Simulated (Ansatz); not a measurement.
**LuIr3Ru2 (element-swapped structure): how the settings move a single-point run**

How sensitive is a single-point run of LuIr3Ru2 (element-swapped structure) to its settings? A reference run comes first, then four runs with altered input.

Computed with Ansatz 0.2.0 (reference: DFT PBE, plane waves, PAW, scalar-relativistic, no spin polarisation, unless a step's input says otherwise).

## (1) Starting point

The structure is hexagonal, space group P6/mmm (No. 191). The conventional cell has a = 5.833 Å, b = 5.833 Å, c = 3.276 Å, α = 90.00°, β = 90.00°, γ = 120.00°. Around Ru (site symmetry -6m2) lie 6 Ir at 2.35 Å. Around Ir (site symmetry mmm) lie 4 Ru at 2.35 Å. Lu (site symmetry 6/mmm) has 2 Lu at 3.28 Å and 12 Ir at 3.34 Å and 6 Ru at 3.37 Å as nearest neighbours.

Coordinates:

```cif
data_structure
_symmetry_space_group_name_H-M 'P6/mmm'
_symmetry_Int_Tables_number 191
_cell_length_a 5.8326
_cell_length_b 5.8326
_cell_length_c 3.2761
_cell_angle_alpha 90.000
_cell_angle_beta 90.000
_cell_angle_gamma 120.000
_cell_volume 96.52
loop_
_atom_site_label
_atom_site_type_symbol
_atom_site_symmetry_multiplicity
_atom_site_Wyckoff_symbol
_atom_site_fract_x
_atom_site_fract_y
_atom_site_fract_z
_atom_site_occupancy
Ru1 Ru 2 c 0.33333 0.66667 0.00000 1
Ir1 Ir 3 g 0.50000 0.00000 0.50000 1
Lu1 Lu 1 a 0.00000 0.00000 0.00000 1
```

## (2) Reference

Input file input.yaml:

```yaml
crystal:
  lattice:
    - [5.832598, 0.0, 0.0]
    - [-2.916299, 5.05118, 0.0]
    - [0.0, 0.0, 3.276092]
  atoms:
    - { symbol: Ru, position: [0.3333, 0.6667, 0.0] }
    - { symbol: Ru, position: [0.6666, 0.3333, 0.0] }
    - { symbol: Ir, position: [0.5, 0.0, 0.5] }
    - { symbol: Ir, position: [0.5, 0.5, 0.5] }
    - { symbol: Ir, position: [0.0, 0.5, 0.5] }
    - { symbol: Lu, position: [0.0, 0.0, 0.0] }
  symmetry: { tolerance: 0.0003 }
kpoints:
  mp_grid: { grid: [4, 4, 6], shift: [0, 0, 0] }
magnetization:
  spin_polarized: false
scf:
  occupations: { method: cold, width: 0.1027 }
hamiltonian:
  pseudopotentials: { kind: paw }
  xc: pbe
basis:
  ecutwfc: 420
output:
  forces: true
  stress: true
  eigenvalues: true
  write_density: true
  write_potential: true
  elf: true
  volumetric_format: npy
```

The run is started by

```bash
$ ansatz run input.yaml --threads 1 --pin off --max-ram 2560MiB --backend cpu --events-out ev --progress --plain --runs-dir out
```

## (3) Changing settings: starting moments, spin_polarized true, preconditioner none, xc_grid 2

Input file input.yaml:

```yaml
crystal:
  lattice:
    - [5.832598, 0.0, 0.0]
    - [-2.916299, 5.05118, 0.0]
    - [0.0, 0.0, 3.276092]
  atoms:
    - { symbol: Ru, position: [0.3333, 0.6667, 0.0], spin: 3.0 }
    - { symbol: Ru, position: [0.6666, 0.3333, 0.0], spin: 1.0 }
    - { symbol: Ir, position: [0.5, 0.0, 0.5], spin: 2.0 }
    - { symbol: Ir, position: [0.5, 0.5, 0.5], spin: 1.0 }
    - { symbol: Ir, position: [0.0, 0.5, 0.5], spin: 1.0 }
    - { symbol: Lu, position: [0.0, 0.0, 0.0], spin: 2.0 }
  symmetry: { tolerance: 0.0003 }
kpoints:
  mp_grid: { grid: [4, 4, 6], shift: [0, 0, 0] }
magnetization:
  spin_polarized: true
scf:
  occupations: { method: cold, width: 0.1027 }
  mixing: { preconditioner: none }
hamiltonian:
  pseudopotentials: { kind: paw }
  xc: pbe
basis:
  ecutwfc: 420
  xc_grid: 2
output:
  forces: true
  stress: true
  eigenvalues: true
```

## (4) Variant: ecutwfc 22.0 Ry

input.yaml: that of step 2 with these lines changed.

```diff
@@ -23,3 +23,3 @@
 basis:
-  ecutwfc: 420
+  ecutwfc: "22.0 Ry"
 output:
@@ -28,5 +28 @@
   eigenvalues: true
-  write_density: true
-  write_potential: true
-  elf: true
-  volumetric_format: npy
```

## (5) Variant: ecutwfc 350 eV, accuracy low

input.yaml: that of step 2 with these lines changed.

```diff
@@ -23,3 +23,3 @@
 basis:
-  ecutwfc: 420
+  ecutwfc: "350 eV"
 output:
@@ -28,5 +28,2 @@
   eigenvalues: true
-  write_density: true
-  write_potential: true
-  elf: true
-  volumetric_format: npy
+accuracy: low
```

## (6) Variant: lower_state_search off

input.yaml: that of step 2 with these lines changed.

```diff
@@ -19,2 +19,3 @@
   occupations: { method: cold, width: 0.1027 }
+  lower_state_search: "off"
 hamiltonian:
@@ -28,5 +29 @@
   eigenvalues: true
-  write_density: true
-  write_potential: true
-  elf: true
-  volumetric_format: npy
```

What does the calculation give? Wanted: for each run, ending; energy change; pressure; gap; force.

The runs gave:

| run | ending | energy change | pressure (GPa) | gap (eV) | force (eV/Å) | cycles | time |
| --- | --- | --- | --- | --- | --- | --- | --- |
| reference | converged | 0 | 47.5 | 0.00 | 0.00 | 9 | 2.7 s |
| 1: starting moments, spin_polarized true, preconditioner none, xc_grid 2 | converged | 0.0 meV/atom | 47.5 | 0.00 | 0.00 | 30 | 43 s |
| 2: ecutwfc 22.0 Ry | converged | +167.5 meV/atom | 47.8 | 0.00 | 0.00 | 9 | 1.5 s |
| 3: ecutwfc 350 eV, accuracy low | converged | +8.4 meV/atom | 47.6 | 0.00 | 0.00 | 9 | 1.9 s |
| 4: lower_state_search off | converged | 0.0 meV/atom | 47.5 | 0.00 | 0.00 | 9 | 2.4 s |

Times don't compare one to one where runs were asked for different outputs or read a saved state (see the inputs); cycles may leave out searches for a lower state.

Residual by cycle in the longest SCF loop of each run; runs are numbered as in the table. The quantity is the density residual dr2, in eV.

| cycle | reference | run 1 | run 2 | run 3 | run 4 |
| --- | --- | --- | --- | --- | --- |
| 1 | 0.42 | 32.7 | 0.398 | 0.415 | 0.42 |
| 4 | 0.00189 | 0.256 | 0.00198 | 0.00122 | 0.00189 |
| 6 | 3.3e-5 | 0.0119 | 2.3e-5 | 4.7e-5 | 3.3e-5 |
| 9 | 2.4e-8 | 6.7e-4 | 1.7e-8 | 1.7e-8 | 2.4e-8 |
| 12 | - | 0.00196 | - | - | - |
| 14 | - | 2.0e-4 | - | - | - |
| 17 | - | 2.5e-6 | - | - | - |
| 19 | - | 2.7e-8 | - | - | - |
| 22 | - | 3.3e-6 | - | - | - |
| 25 | - | 4.6e-8 | - | - | - |
| 27 | - | 6.1e-9 | - | - | - |
| 30 | - | 1.5e-11 | - | - | - |

Of the converged runs whose energies compare with the reference's, «ecutwfc 22.0 Ry» moves the energy most (+167.5 meV/atom). Runs 2 and 3 ran under the cutoff that the potentials recommend, as the log warns, so basis error is mixed into their values. Of the variants the dearest is «starting moments, spin_polarized true, preconditioner none, xc_grid 2» (43 s), the cheapest «ecutwfc 22.0 Ry» (1.5 s), on a shared host. The structure is not at rest: the sound run finds 48 GPa, so these are no properties of the relaxed crystal. 

Caveats on the reference run: its mesh is coarse for a cell with so small a gap or none; the structure is made up and not relaxed.
